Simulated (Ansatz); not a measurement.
Crystal: CsLiCr2Te2S3.

```
Cs Li Cr Te S
1.0
     3.31929    1.91639    6.87982
    -3.31929    1.91639    6.87982
     0.00000   -3.83279    6.87982
Cs Li Cr Te S
1 1 2 2 3
Direct
  0.00000 0.00000 0.00000
  0.50000 0.50000 0.50000
  0.79848 0.79848 0.79848
  0.20152 0.20152 0.20152
  0.67990 0.67990 0.67990
  0.32010 0.32010 0.32010
  0.13626 0.86374 0.50000
  0.50000 0.13626 0.86374
  0.86374 0.50000 0.13626
```

The cell was built by a generator and needn't be a form met in nature.

Base run:

| Item | Value |
| --- | --- |
| Program | Ansatz 0.2.0 |
| Functional | BLYP |
| Potentials or basis | Ansatz PAW |
| Cutoff | 420 eV (not typed: the program's choice for these potentials) |
| k mesh | 5 × 5 × 5 |
| Occupations | fermi-dirac, width 0.05 eV |
| Spin | collinear spin, ferromagnetic start |
| Starting moments | [0.0, 0.0, 3.0, 3.0, 0.0, 0.0, 0.0, 0.0, 0.0] μB |

Its results: band gap on the k mesh none (metal or under the smearing width); pressure 2.1 GPa; net moment 4.00 μB per cell; site moments Cs -0.01; Li +0.01; Cr +2.01; Te -0.13; S -0.04 μB; largest force 0.198 eV/Å.

Question: The run is repeated on the same cell with these changes: functional from BLYP to PBE. What comes out?

Answer: Band gap on the k mesh none (metal or under the smearing width); pressure 0.0 GPa; net moment 4.00 μB per cell; site moments Cs -0.01; Li +0.01; Cr +2.07; Te -0.15; S -0.06 μB; largest force 0.006 eV/Å.

PBE binds more tightly than BLYP, so the same cell stands under less pressure.

Caveats: only a ferromagnetic start was run, and an antiferromagnetic order may lie lower in energy; spin-orbit coupling is left out, which moves the levels of the heavy elements (some runs); the PAW data sets come from PBE, with cores solved anew for the run's functional, which leaves a small shift of forces and pressure (some runs).
